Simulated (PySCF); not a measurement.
# TaF4: structure of the doublet

Aim: relax TaF4 as a doublet from a B3LYP minimum start, check by its vibrations whether the end is a minimum, and collect its spectrum and constants.

The runs use PySCF 2.14.0; B3LYP, basis Ta def2-SVP with ECP60, F def2-SVP, scalar-relativistic core potentials, no spin–orbit coupling, density fitting.

## (1) The system as given

5 atoms, charge 0, spin multiplicity 2.

Bond lengths: Ta1–F2 1.879 Å, Ta1–F3 1.879 Å, Ta1–F4 1.879 Å, Ta1–F5 1.879 Å. Angles: F2–Ta1–F3 140.0°, F2–Ta1–F4 96.7°, F2–Ta1–F5 96.7°, F3–Ta1–F4 96.7°, F3–Ta1–F5 96.7°, F4–Ta1–F5 140.0°.

```xyz
5
charge 0 multiplicity 2
Ta    0.0000    0.0000    0.0000
F     0.0000    1.7655   -0.6419
F     0.0000   -1.7655   -0.6419
F     1.7655    0.0000    0.6419
F    -1.7655    0.0000    0.6419
```

## (2) First SCF at the start

The steps below are one call of a driver around PySCF. For each, scf.py gives the equivalent set-up of the SCF; relaxations use the driver's own optimiser. After this first run the driver tries any further starts and a stability analysis.

The input, scf.py:

```python
from pyscf import gto, scf, dft
mol = gto.M(atom='''
Ta     0.000000    -0.000000    -0.000000
F     -0.000028     1.765523    -0.641911
F      0.000028    -1.765523    -0.641911
F      1.765523     0.000028     0.641911
F     -1.765523    -0.000028     0.641911''',
    basis={'Ta': 'def2-SVP', 'F': 'def2-SVP'},
    ecp={'Ta': 'def2-SVP'},
    charge=0, spin=1)
mf = dft.UKS(mol, xc='B3LYP')
mf.grids.atom_grid = (50, 194)
aux = {'Ta': 'def2-universal-JKFIT', 'F': 'def2-universal-JKFIT'}
mf = mf.density_fit(auxbasis=aux)
mf.conv_tol = 1e-08
mf.diis_space = 10
mf.max_cycle = 60
mf.init_guess = 'minao'
mf.verbose = 4
mf.kernel()
```

Command:

```
> OMP_NUM_THREADS=2 python axn.py task.json out
```

What it wrote:

```text
init E= -443.433802987918
[... the frontier-level lines of each cycle are left out ...]
cycle= 1 E= -456.224920886291  delta_E= -12.8  |g|= 0.608  |ddm|= 5.55
cycle= 2 E= -456.111253999677  delta_E= 0.114  |g|= 0.872  |ddm|= 0.956
cycle= 3 E= -456.32879168753  delta_E= -0.218  |g|= 0.194  |ddm|= 0.569
cycle= 4 E= -456.346267177484  delta_E= -0.0175  |g|= 0.0124  |ddm|= 0.223
cycle= 5 E= -456.346335300378  delta_E= -6.81e-05  |g|= 0.00106  |ddm|= 0.0121
cycle= 6 E= -456.346335945325  delta_E= -6.45e-07  |g|= 0.000235  |ddm|= 0.00193
cycle= 7 E= -456.346336020383  delta_E= -7.51e-08  |g|= 4.6e-05  |ddm|= 0.000732
cycle= 8 E= -456.346336023695  delta_E= -3.31e-09  |g|= 5.14e-06  |ddm|= 0.00013
Extra cycle  E= -456.346336023719  delta_E= -2.38e-11  |g|= 4.12e-06  |ddm|= 1.5e-05
converged SCF energy = -456.346336023719  <S^2> = 0.75097584  2S+1 = 2.0009756
```

This step, with its further starts and checks, ran for 9.7 s (2 threads of Intel Xeon 6975P-C (Granite Rapids), shared host).

The starts that the driver tried:

```
                      start  energy (Eh)
    the minimal-basis guess  -456.346336
a thermally smeared density  -456.346336
      a smeared PBE density  -456.346336
```

No lower solution of this spin turned up from the other starts or in the test of internal stability.

## (3) Relaxing the doublet from the B3LYP minimum start

The program finds D2d symmetry in the start, which this walk keeps. The walk stops when the largest gradient is under 0.0003 Eh/bohr and the energy has settled too.

scf.py, as its differences from that of step 2:

```diff
@@ -3 +3 @@
-Ta     0.000000    -0.000000    -0.000000
+Ta     0.000000     0.000000     0.000000
@@ -18 +17,0 @@
-mf.init_guess = 'minao'
```

Steps of the walk:

```csv
step,energy (Eh),change (kJ/mol),largest symmetric gradient (Eh/bohr)
0,-456.346336,0.00,0.00003
```

The walk took 1.7 s.

Geometry (Å) and forces (eV/Å) at some steps:

```
step 0
Ta   0.000   0.000   0.000   0.000   0.000   0.000
F    0.000   1.766  -0.642   0.000   0.001   0.000
F    0.000  -1.766  -0.642   0.000  -0.001   0.000
F    1.766   0.000   0.642   0.001   0.000   0.000
F   -1.766   0.000   0.642  -0.001   0.000   0.000
```

End point (D2d, 0 steps, 0.0 kJ/mol gained): Ta–F 1.879 Å (×4); F–Ta–F 96.7° (×4), F–Ta–F 140.0° (×2).

## (4) Vibrations and properties at this point

On the finer grid the gradient is checked again; gradients at displacements of ±0.02 bohr then give force constants and infrared intensities.

scf.py, as its differences from that of step 3:

```diff
@@ -3,5 +3,5 @@
-Ta     0.000000     0.000000     0.000000
-F     -0.000028     1.765523    -0.641911
-F      0.000028    -1.765523    -0.641911
-F      1.765523     0.000028     0.641911
-F     -1.765523    -0.000028     0.641911''',
+Ta    -0.000000    -0.000000    -0.000000
+F     -0.000028     1.765560    -0.641493
+F      0.000028    -1.765560    -0.641493
+F      1.765560     0.000028     0.641493
+F     -1.765560    -0.000028     0.641493''',
@@ -12 +12 @@
-mf.grids.atom_grid = (50, 194)
+mf.grids.atom_grid = (75, 302)
@@ -15 +15 @@
-mf.conv_tol = 1e-08
+mf.conv_tol = 1e-10
```

The driver hands on the density of the step before, so the log starts near convergence.

Log of the central SCF (cycles and frontier levels):

```text
init E= -456.346501648142
[... the frontier-level lines of each cycle are left out ...]
cycle= 1 E= -456.34650164814  delta_E= 1.36e-12  |g|= 2.11e-06  |ddm|= 2.69e-06
Extra cycle  E= -456.346501648137  delta_E= 3.52e-12  |g|= 4.49e-06  |ddm|= 4.78e-06
converged SCF energy = -456.346501648137  <S^2> = 0.75097623  2S+1 = 2.000976
```

The whole step took 32 s.

Geometry: D2d; Ta–F 1.878 Å (×4); F–Ta–F 96.7° (×4), F–Ta–F 140.1° (×2).

Modes, for the most abundant isotopes:

```json
{"symmetry": "a1", "ω (cm⁻¹)": "154", "IR (km/mol)": "0.0", "type": "bend"}
{"symmetry": "e", "ω (cm⁻¹)": "157", "IR (km/mol)": "38.9", "type": "bend"}
{"symmetry": "b2", "ω (cm⁻¹)": "163", "IR (km/mol)": "12.7", "type": "bend"}
{"symmetry": "b1", "ω (cm⁻¹)": "232", "IR (km/mol)": "0.0", "type": "bend"}
{"symmetry": "b2", "ω (cm⁻¹)": "681", "IR (km/mol)": "46.6", "type": "stretch"}
{"symmetry": "e", "ω (cm⁻¹)": "696", "IR (km/mol)": "352", "type": "stretch"}
{"symmetry": "a1", "ω (cm⁻¹)": "707", "IR (km/mol)": "0.0", "type": "stretch"}
```

Every mode is real; the point is a minimum.

Constants and moments:

```
Dipole moment                                                   : 0.00 D
Highest occupied level                                          : -6.47 eV
Lowest empty level                                              : -3.24 eV
Rotational constants                                            : 0.1126, 0.1126, 0.07116 cm⁻¹
Zero-point energy                                               : 21.8 kJ/mol
Principal polarisabilities                                      : 33.2, 33.2, 35.1 bohr³
Atomisation energy without zero-point energy                    : 2433 kJ/mol
Principal traceless quadrupole moments about the centre of mass : -3.01, -3.01, 6.03 D Å
Entropy at 298.15 K and 1 bar (electronic part: spin only)      : 341.3 J/(mol K)
Heat capacity Cp at 298.15 K                                    : 86.5 J/(mol K)
Enthalpy at 298.15 K above 0 K                                  : 19.08 kJ/mol
Rotational symmetry number                                      : 4
Spin squared ⟨S²⟩                                               : 0.751
```

Charges (e) and bond orders:

| atom | Mulliken | Löwdin | polar tensor | spin (Mulliken) | Mayer order to Ta1 |
| --- | --- | --- | --- | --- | --- |
| Ta1 | 1.27 | 0.46 | 2.47 | 0.98 | – |
| F2,3,4,5 | -0.32 | -0.11 | -0.62 | 0.01 | 1.12 |

Outer orbital energies (eV). α occupied: -12.64, -12.31, -12.25, -12.25, -12.05, -12.05, -11.77, -6.47; empty: -2.18, -2.16, -2.16, -0.29. β occupied: -13.21, -12.41, -12.22, -12.22, -12.20, -12.00, -12.00, -11.76; empty: -3.24, -1.98, -1.79, -1.79.

Mulliken populations on Ta1 (outside its core potential): s 2.51, p 6.33, d 2.68, f 0.22.

## (5) What came out

```
                                          quantity                                                               value
                                           minimum                                                        doublet, D2d
                                          geometry            Ta–F 1.878 Å (×4); F–Ta–F 96.7° (×4), F–Ta–F 140.1° (×2)
                                wavenumbers (cm⁻¹)  154 (a1), 157 (e), 163 (b2), 232 (b1), 681 (b2), 696 (e), 707 (a1)
                                     dipole moment                                                              0.00 D
highest occupied, lowest empty level (either spin)                                                     -6.47, -3.24 eV
                        polar-tensor charge of Ta1                                                             +2.47 e
                                 zero-point energy                                                         21.8 kJ/mol
                               entropy at 298.15 K                                                     341.3 J/(mol K)
         atomisation energy (no zero-point energy)                                                         2433 kJ/mol
                                              ⟨S²⟩                                                               0.751
```

In words: The molecule stays D2d, as typed, and the end point is a minimum. In the infrared the band at 696 cm⁻¹ (e, stretch) leads. Ta1 has a polar-tensor charge of +2.5 e (a dipole derivative, not a static charge), yet symmetry cancels the bond dipoles. Most of the spin sits on Ta1 (Mulliken spin 0.98, against 1 for the whole molecule). Other starts or spin states, not run here, may lie lower. One determinant may miss the lowest occupation of an open d or f shell. With an element this heavy the missing spin–orbit coupling can shift these numbers.

The search up to here took 43 s.
